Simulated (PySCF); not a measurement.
# H₉NbO₃SSi₃: NMR shieldings

Aim: compute the NMR shieldings of H₉NbO₃SSi₃ (`[SiH3][O][Nb](=[S])([O][SiH3])[O][SiH3]`).

Computed with PySCF 2.14.0 and routines of our own; the level stands in each step. Atoms count from 0.

### 1 The system as given

17 atoms, charge 0, multiplicity 1; geometry from: GFN2-xTB.

### 2 Relaxing the molecule at PBE0-D3(BJ)/def2-SVP

What the job is given:

```
{"job": {"xc": "PBE0", "basis": "def2-SVP", "d3": "d3bj", "grid": 1, "maxiter": 30, "shake": 0.03, "kind": "geom"}, "charge": 0, "multiplicity": 1}
Nb     0.061180    -0.094750     0.093100
S     -0.129130    -0.059220     2.298920
O      1.587110    -0.809930    -0.206060
Si     3.210670    -1.484390    -0.023030
H      3.374430    -1.536060     1.400300
H      4.031790    -0.620990    -0.767240
H      3.023690    -2.837490    -0.603760
O     -0.065040     1.812260    -0.249310
Si    -0.244100     3.427700    -0.046170
H     -0.459020     3.679490     1.354230
H     -1.412020     3.782440    -0.915190
H      1.043450     3.959100    -0.598400
O     -1.572280    -0.991370    -0.369710
Si    -2.902010    -1.897540    -0.311880
H     -3.200210    -2.151440     1.083030
H     -2.529720    -3.108250    -1.022170
H     -3.847330    -1.070120    -1.056400
```

The run is started by

```sh
OMP_NUM_THREADS=1 python heavy_run.py task.json out
```

This one command runs all jobs of the session in turn.

Standard output:

```text
step   0  E = -1553.67943573  max force = 0.140875
step   1  E = -1553.72393286  max force = 0.037788
step   2  E = -1553.72975829  max force = 0.008451
step   3  E = -1553.73101898  max force = 0.007027
step   4  E = -1553.73117285  max force = 0.002547
step   5  E = -1553.73122445  max force = 0.000753
step   6  E = -1553.73126387  max force = 0.001460
step   7  E = -1553.73134821  max force = 0.002340
step   8  E = -1553.73141210  max force = 0.001470
step   9  E = -1553.73144941  max force = 0.000404
step  10  E = -1553.73145941  max force = 0.000350
optimisation converged
```

Run time: 4.9 min. Hardware: 1 thread of Arm Neoverse V1, shared host; peak memory 0.91 GiB.

Along the way:

| step | energy from step 0 (eV) | largest force component (eV/Å) |
| --- | --- | --- |
| 0 | 0.0000 | 7.2441 |
| 1 | -1.2108 | 1.9431 |
| 2 | -1.3693 | 0.4346 |
| 3 | -1.4037 | 0.3613 |
| 4 | -1.4078 | 0.1310 |
| 5 | -1.4092 | 0.0387 |
| 6 | -1.4103 | 0.0751 |
| 7 | -1.4126 | 0.1203 |
| 8 | -1.4143 | 0.0756 |
| 9 | -1.4154 | 0.0208 |
| 10 | -1.4156 | 0.0180 |

Distances of close pairs at the start and the end, largest changes first:

| bond | before (Å) | after (Å) | change (Å) |
| --- | --- | --- | --- |
| Nb0–O2 | 1.712 | 1.877 | +0.166 |
| O2–Si3 | 1.768 | 1.676 | -0.091 |
| Si3–H5 | 1.405 | 1.491 | +0.086 |
| O12–Si13 | 1.610 | 1.676 | +0.066 |
| Nb0–O7 | 1.942 | 1.878 | -0.064 |
| Nb0–S1 | 2.214 | 2.155 | -0.059 |
| Si3–H4 | 1.434 | 1.491 | +0.057 |
| Si8–H9 | 1.439 | 1.491 | +0.052 |

The end geometry stands in the next job.

| at the end point | value |
| --- | --- |
| rotational constants (GHz, main isotopes) | 0.606, 0.596, 0.389 |
| dipole moment (D) | 2.12 |

### 3 NMR shieldings: PBE0/pcSseg-1 Nb:us-x2c-TZVPall-2c, spin–orbit

What the job is given:

```
{"job": {"kind": "hnmr", "xc": "PBE0", "basis": {"default": "pcSseg-1", "Nb": "us-x2c-TZVPall-2c"}, "rel": "so"}, "charge": 0, "multiplicity": 1}
Nb    -0.025341    -0.017888     0.265773
S     -0.102400    -0.079641     2.418335
O      1.605598    -0.763655    -0.288981
Si     3.117843    -1.451771    -0.066761
H      3.428214    -1.502917     1.390387
H      4.126899    -0.618227    -0.781090
H      3.105091    -2.827518    -0.640877
O     -0.145224     1.774032    -0.282056
Si    -0.254058     3.435414    -0.090383
H     -0.446402     3.753935     1.353107
H     -1.412567     3.929885    -0.887687
H      1.005155     4.055504    -0.593134
O     -1.462250    -1.019127    -0.409256
Si    -2.844740    -1.963844    -0.340903
H     -3.182838    -2.241061     1.084119
H     -2.583320    -3.238486    -1.068291
H     -3.958200    -1.225195    -1.002042
```

With the program's defaults for keys left out, this is: PBE0/pcSseg-1 Nb:us-x2c-TZVPall-2c GIAO NMR shielding, X2C with spin-orbit coupling, screened-nuclear two-electron part, Gaussian nuclei, gas phase.

Standard output:

```text
spin-free SCF
coarse grid: 71512 points
cycle   1  E = -5318.9320536747  dE =  2.739e-01  |g| = 1.329e+00  |ddm| = 1.806e+01
cycle   2  E = -5317.9871021419  dE =  9.450e-01  |g| = 2.581e+00  |ddm| = 2.346e+00
cycle   3  E = -5319.2182266566  dE = -1.231e+00  |g| = 3.577e-01  |ddm| = 1.717e+00
cycle   4  E = -5319.2419349853  dE = -2.371e-02  |g| = 1.275e-01  |ddm| = 3.916e-01
cycle   5  E = -5319.2403991064  dE =  1.536e-03  |g| = 1.350e-01  |ddm| = 1.967e-01
cycle   6  E = -5319.2454320990  dE = -5.033e-03  |g| = 5.273e-03  |ddm| = 1.130e-01
cycle   7  E = -5319.2454397524  dE = -7.653e-06  |g| = 1.434e-03  |ddm| = 6.805e-03
final grid: 143904 points
cycle   8  E = -5319.2450283677  dE =  1.619e-06  |g| = 3.023e-03  |ddm| = 4.030e-03
cycle   9  E = -5319.2450104998  dE =  1.787e-05  |g| = 8.976e-03  |ddm| = 9.835e-03
cycle  10  E = -5319.2450305646  dE = -2.006e-05  |g| = 8.587e-04  |ddm| = 7.241e-03
cycle  11  E = -5319.2450306835  dE = -1.189e-07  |g| = 2.970e-04  |ddm| = 6.119e-04
cycle  12  E = -5319.2450306999  dE = -1.637e-08  |g| = 4.022e-05  |ddm| = 2.135e-04
cycle  13  E = -5319.2450307003  dE = -3.729e-10  |g| = 9.601e-06  |ddm| = 4.591e-05
converged SCF energy = -5319.2450307003
two-component SCF
cycle   1  E = -5319.0577085187  dE = -5.319e+03  |FDS-SDF| = 1.941e+01
cycle   2  E = -5319.4695173518  dE = -4.118e-01  |FDS-SDF| = 1.631e-01
cycle   3  E = -5319.4697009128  dE = -1.836e-04  |FDS-SDF| = 4.798e-03
cycle   4  E = -5319.4697071014  dE = -6.189e-06  |FDS-SDF| = 3.191e-03
cycle   5  E = -5319.4697082465  dE = -1.145e-06  |FDS-SDF| = 2.055e-03
cycle   6  E = -5319.4697094329  dE = -1.186e-06  |FDS-SDF| = 8.522e-04
cycle   7  E = -5319.4697098573  dE = -4.244e-07  |FDS-SDF| = 2.682e-04
cycle   8  E = -5319.4697098949  dE = -3.766e-08  |FDS-SDF| = 1.893e-04
cycle   9  E = -5319.4697099070  dE = -1.206e-08  |FDS-SDF| = 2.401e-05
converged, E = -5319.4697099070

Field gradients (au) and densities at the nuclei (bohr^-3)
atom        Vxx        Vyy        Vzz        centre      nuclear mean
  0 Nb    -0.1847    -0.2362     0.4209      74550.471      74376.811
  1 S      0.1773     0.1915    -0.3688       2352.466       2352.428
  2 O     -0.3423    -0.4244     0.7666        282.294        282.294
  3 Si    -0.3119    -0.3438     0.6557       1576.053       1576.034
  4 H     -0.0667    -0.0710     0.1377          0.358          0.358
  5 H     -0.0666    -0.0716     0.1382          0.360          0.360
  6 H     -0.0666    -0.0718     0.1384          0.360          0.360
  7 O     -0.3400    -0.4311     0.7710        282.290        282.289
  8 Si    -0.3124    -0.3434     0.6558       1576.052       1576.033
  9 H     -0.0668    -0.0710     0.1378          0.358          0.358
 10 H     -0.0667    -0.0717     0.1384          0.360          0.360
 11 H     -0.0666    -0.0718     0.1383          0.360          0.360
 12 O     -0.3411    -0.4301     0.7711        282.290        282.289
 13 Si    -0.3129    -0.3438     0.6566       1576.052       1576.033
 14 H     -0.0668    -0.0711     0.1379          0.358          0.358
 15 H     -0.0667    -0.0718     0.1385          0.360          0.360
 16 H     -0.0666    -0.0718     0.1384          0.360          0.360
without picture change
  0 Nb                           0.5202                    131317.933

Core orbital energies (eV)
atom   shell        mean    spread
  0 Nb 1s       -18860.426   0.000
  0 Nb 2s        -2660.248   0.000
  0 Nb 3s         -455.065   0.000
  0 Nb 4s          -65.525   0.000
  0 Nb 2p1/2     -2439.349   0.000
  0 Nb 2p3/2     -2343.754   0.017
  0 Nb 3p1/2      -371.578   0.000
  0 Nb 3p3/2      -355.865   0.033
  0 Nb 4p1/2       -41.796   0.000
  0 Nb 4p3/2       -39.658   0.115
  0 Nb 3d3/2      -208.588   0.018
  0 Nb 3d5/2      -205.733   0.025
  1 S  1s        -2429.394   0.000
  1 S  2s         -218.307   0.000
  1 S  3s          -19.104   0.000
  1 S  2p1/2      -161.772   0.000
  1 S  2p3/2      -160.523   0.007
  3 Si 1s        -1808.262   0.000
  3 Si 2s         -146.631   0.000
  3 Si 3s          -17.659   0.000
  3 Si 2p1/2      -101.137   0.000
  3 Si 2p3/2      -100.493   0.056
  8 Si 1s        -1808.266   0.000
  8 Si 2s         -146.635   0.000
  8 Si 3s          -17.661   0.000
  8 Si 2p1/2      -101.141   0.000
  8 Si 2p3/2      -100.497   0.057
 13 Si 1s        -1808.264   0.000
 13 Si 2s         -146.633   0.000
 13 Si 3s          -17.660   0.000
 13 Si 2p1/2      -101.140   0.000
 13 Si 2p3/2      -100.495   0.057

vertical triplet (scalar unrestricted SCF): 3.524 eV

Shielding tensors (ppm)
atom      isotropic    diamagn.    paramagn.     s11        s22        s33       span
  0 Nb      226.89     3660.23    -3433.34    -341.67    -337.12    1359.47    1701.14
  1 S      -528.65     1041.18    -1569.83   -1113.26   -1098.07     625.37    1738.63
  2 O        60.59      406.88     -346.29    -101.60     101.89     181.47     283.06
  3 Si      355.57      864.08     -508.51     292.90     324.96     448.84     155.95
  4 H        25.58       28.20       -2.62      23.40      24.60      28.75       5.35
  5 H        25.89       27.96       -2.07      22.94      24.77      29.97       7.03
  6 H        25.88       27.94       -2.06      22.90      24.80      29.93       7.04
  7 O        61.75      406.93     -345.18     -96.85     102.12     179.98     276.83
  8 Si      356.25      864.10     -507.84     294.95     325.03     448.78     153.83
  9 H        25.59       28.18       -2.58      23.40      24.59      28.80       5.41
 10 H        25.90       27.92       -2.02      22.93      24.77      30.00       7.08
 11 H        25.89       28.01       -2.13      22.90      24.84      29.92       7.02
 12 O        60.99      406.97     -345.98     -97.32     101.71     178.57     275.90
 13 Si      356.16      864.07     -507.90     294.79     324.97     448.72     153.93
 14 H        25.59       28.14       -2.55      23.40      24.58      28.80       5.40
 15 H        25.89       27.92       -2.02      22.92      24.79      29.97       7.05
 16 H        25.89       27.95       -2.05      22.91      24.81      29.96       7.04
```

It took 12 min on 1 thread of Arm Neoverse V1, shared host; peak memory 2.1 GiB.

From this job:

| quantity | value |
| --- | --- |
| energy from spin-orbit coupling | -0.2247 Eh |

Orbitals, density, ELF and potential are computed afterwards from the orbital file.

Frontier orbitals at PBE0/us-x2c-TZVPall-2c+pcSseg-1, with the share of their density that lies nearest to each atom:

| orbital | energy (eV) | lies on |
| --- | --- | --- |
| HOMO | -7.50 | S1 75 %; Nb0 12 % |
| LUMO | -1.70 | Nb0 60 %; S1 17 % |

ELF in a plane through or near 6 of the atoms.

Ten even steps from '0' (0.00) to '9' (1.00):
```
0000000000000000000000000000
0000000000000000000000000000
0000000000000389830000000000
0000000000001999981000000000
0000000000001999961453100000
0000000000000034281999600000
0000254100000246113999500000
0006999500000685771133000000
0006999513640158861000000000
0001432148672761100000000000
0000216548482771110000000000
0004899524750148871000000000
0006999800000582772389600000
0001598400000235221999920000
0000000000000015171899910000
0000000000000489982233100000
0000000000000389982000000000
0000000000000026630000000000
0000000000000000000000000000
0000000000000000000000000000
```
The map spans 13.3 Å across and 13.4 Å up, centred on the molecule. Atoms in the plane (x, y in Å): O2 (0.8, 1.6), Si3 (1.7, 3.0), O7 (0.9, -1.5), Si8 (1.8, -2.9), O12 (-1.8, 0.0), Si13 (-3.5, -0.1).

On the surface of density 0.002 e/bohr³ the electrostatic potential runs, from the 1st to the 99th percentile, from -0.78 V near S1 to 1.62 V near Nb0.

### 4 NMR shieldings: PBE0/pcSseg-1 Nb:us-x2c-TZVPall-2c, spin-free

Settings changed since step 3:

```diff
@@ -1,2 +1,2 @@
-{"job": {"kind": "hnmr", "xc": "PBE0", "basis": {"default": "pcSseg-1", "Nb": "us-x2c-TZVPall-2c"}, "rel": "so"}, "charge": 0, "multiplicity": 1}
+{"job": {"kind": "hnmr", "xc": "PBE0", "basis": {"default": "pcSseg-1", "Nb": "us-x2c-TZVPall-2c"}, "rel": "sf"}, "charge": 0, "multiplicity": 1}
 Nb    -0.025341    -0.017888     0.265773
```

With the program's defaults for keys left out, this is: PBE0/pcSseg-1 Nb:us-x2c-TZVPall-2c GIAO NMR shielding, spin-free X2C, Gaussian nuclei, gas phase.

Standard output:

```text
spin-free SCF
coarse grid: 71512 points
cycle   1  E = -5318.9320536747  dE =  2.739e-01  |g| = 1.329e+00  |ddm| = 1.806e+01
cycle   2  E = -5317.9871021419  dE =  9.450e-01  |g| = 2.581e+00  |ddm| = 2.346e+00
cycle   3  E = -5319.2182266566  dE = -1.231e+00  |g| = 3.577e-01  |ddm| = 1.717e+00
cycle   4  E = -5319.2419349853  dE = -2.371e-02  |g| = 1.275e-01  |ddm| = 3.916e-01
cycle   5  E = -5319.2403991064  dE =  1.536e-03  |g| = 1.350e-01  |ddm| = 1.967e-01
cycle   6  E = -5319.2454320990  dE = -5.033e-03  |g| = 5.273e-03  |ddm| = 1.130e-01
cycle   7  E = -5319.2454397524  dE = -7.653e-06  |g| = 1.434e-03  |ddm| = 6.805e-03
final grid: 143904 points
cycle   8  E = -5319.2450283677  dE =  1.619e-06  |g| = 3.023e-03  |ddm| = 4.030e-03
cycle   9  E = -5319.2450104998  dE =  1.787e-05  |g| = 8.976e-03  |ddm| = 9.835e-03
cycle  10  E = -5319.2450305646  dE = -2.006e-05  |g| = 8.587e-04  |ddm| = 7.241e-03
cycle  11  E = -5319.2450306835  dE = -1.189e-07  |g| = 2.970e-04  |ddm| = 6.119e-04
cycle  12  E = -5319.2450306999  dE = -1.637e-08  |g| = 4.022e-05  |ddm| = 2.135e-04
cycle  13  E = -5319.2450307003  dE = -3.729e-10  |g| = 9.601e-06  |ddm| = 4.591e-05
converged SCF energy = -5319.2450307003
check of the scalar solution
cycle   1  E = -5319.2450307003  dE = -5.319e+03  |FDS-SDF| = 2.498e+00
cycle   2  E = -5319.2454894217  dE = -4.587e-04  |FDS-SDF| = 2.153e-03
cycle   3  E = -5319.2454894220  dE = -3.120e-10  |FDS-SDF| = 4.669e-05
converged, E = -5319.2454894220

Field gradients (au) and densities at the nuclei (bohr^-3)
atom        Vxx        Vyy        Vzz        centre      nuclear mean
  0 Nb    -0.1853    -0.2367     0.4220      74531.134      74357.475
  1 S      0.1781     0.1923    -0.3704       2352.476       2352.438
  2 O     -0.3421    -0.4242     0.7663        282.294        282.294
  3 Si    -0.3119    -0.3438     0.6557       1576.056       1576.037
  4 H     -0.0667    -0.0710     0.1377          0.358          0.358
  5 H     -0.0666    -0.0716     0.1382          0.360          0.360
  6 H     -0.0666    -0.0718     0.1384          0.360          0.360
  7 O     -0.3398    -0.4309     0.7707        282.290        282.289
  8 Si    -0.3124    -0.3434     0.6558       1576.056       1576.036
  9 H     -0.0668    -0.0710     0.1378          0.358          0.358
 10 H     -0.0667    -0.0717     0.1384          0.360          0.360
 11 H     -0.0666    -0.0718     0.1383          0.360          0.360
 12 O     -0.3409    -0.4299     0.7708        282.290        282.290
 13 Si    -0.3128    -0.3438     0.6566       1576.056       1576.037
 14 H     -0.0668    -0.0711     0.1379          0.358          0.358
 15 H     -0.0667    -0.0718     0.1385          0.360          0.360
 16 H     -0.0666    -0.0718     0.1384          0.360          0.360
without picture change
  0 Nb                           0.5207                    131320.169

Core orbital energies (eV)
atom   shell        mean    spread
  0 Nb 1s       -18860.938   0.000
  0 Nb 2s        -2660.348   0.000
  0 Nb 3s         -455.088   0.000
  0 Nb 4s          -65.531   0.000
  0 Nb 2p        -2374.883   0.025
  0 Nb 3p         -360.985   0.048
  0 Nb 4p          -40.355   0.164
  0 Nb 3d         -206.883   0.026
  1 S  1s        -2429.393   0.000
  1 S  2s         -218.307   0.000
  1 S  3s          -19.103   0.000
  1 S  2p         -160.939   0.012
  3 Si 1s        -1808.261   0.000
  3 Si 2s         -146.631   0.000
  3 Si 3s          -17.659   0.000
  3 Si 2p         -100.707   0.090
  8 Si 1s        -1808.266   0.000
  8 Si 2s         -146.635   0.000
  8 Si 3s          -17.661   0.000
  8 Si 2p         -100.711   0.090
 13 Si 1s        -1808.264   0.000
 13 Si 2s         -146.633   0.000
 13 Si 3s          -17.660   0.000
 13 Si 2p         -100.710   0.090

Shielding tensors (ppm)
atom      isotropic    diamagn.    paramagn.     s11        s22        s33       span
  0 Nb     -136.55     3892.74    -4029.29    -682.26    -677.52     950.13    1632.38
  1 S      -519.16     1056.03    -1575.19   -1099.92   -1084.44     626.87    1726.79
  2 O        63.48      406.76     -343.28     -94.77     105.05     180.15     274.92
  3 Si      364.27      874.26     -509.99     300.64     333.80     458.37     157.73
  4 H        25.71       28.20       -2.49      23.73      24.67      28.74       5.00
  5 H        26.07       27.96       -1.89      23.35      24.84      30.02       6.66
  6 H        26.05       27.95       -1.90      23.29      24.86      29.98       6.69
  7 O        64.75      406.81     -342.06     -89.86     105.42     178.68     268.54
  8 Si      364.99      874.28     -509.29     302.73     333.92     458.33     155.60
  9 H        25.72       28.17       -2.45      23.72      24.66      28.79       5.07
 10 H        26.08       27.92       -1.84      23.35      24.83      30.05       6.70
 11 H        26.05       28.02       -1.97      23.30      24.89      29.97       6.67
 12 O        63.99      406.85     -342.86     -90.32     105.02     177.26     267.58
 13 Si      364.91      874.25     -509.35     302.58     333.87     458.27     155.69
 14 H        25.72       28.14       -2.42      23.72      24.66      28.78       5.06
 15 H        26.07       27.92       -1.85      23.33      24.85      30.02       6.68
 16 H        26.06       27.95       -1.89      23.32      24.87      30.00       6.69
```

It took 3.1 min on 1 thread of Arm Neoverse V1, shared host; peak memory 1.6 GiB.

### 5 Shieldings side by side

| run | Nb0 | S1 | Si13 | Si8 | Si3 | O12 | O7 | time |
| --- | --- | --- | --- | --- | --- | --- | --- | --- |
| step 3, PBE0/pcSseg-1 Nb:us-x2c-TZVPall-2c, spin–orbit | 226.9 | -528.7 | 356.2 | 356.3 | 355.6 | 61.0 | 61.8 | 12 min |
| step 4, PBE0/pcSseg-1 Nb:us-x2c-TZVPall-2c, spin-free | -136.6 | -519.2 | 364.9 | 365.0 | 364.3 | 64.0 | 64.7 | 3.1 min |

### 6 Results

```
                                                                                quantity                                                                                    value
                                                    rotational constants (main isotopes)                                                                     0.61, 0.60, 0.39 GHz
energy from spin-orbit coupling (step 3, PBE0/pcSseg-1 Nb:us-x2c-TZVPall-2c, spin–orbit)                                                                               -0.2247 Eh
                     shieldings (step 3, PBE0/pcSseg-1 Nb:us-x2c-TZVPall-2c, spin–orbit)   Nb0 226.9, S1 -528.7, O2 60.6, Si3 355.6, O7 61.8, Si8 356.3, O12 61.0, Si13 356.2 ppm
                                                   surface potential, 1st and 99th percentile                                                                       -0.78 V and 1.62 V
                      shieldings (step 4, PBE0/pcSseg-1 Nb:us-x2c-TZVPall-2c, spin-free)  Nb0 -136.6, S1 -519.2, O2 63.5, Si3 364.3, O7 64.7, Si8 365.0, O12 64.0, Si13 364.9 ppm
```

**Reading.** The start was shaken at random, so part of the energy gained undoes that. The optimisation took 10 steps and gained 1.416 eV; among the close pairs (by a distance rule), Nb0–O2 changed most, from 1.712 to 1.877 Å. A contracted two-component basis is stiff near heavy nuclei, so the absolute shieldings of the heavy atoms from it are rough. Nb0 moves most between the runs, by 363 ppm; the labels say what changes from run to run.
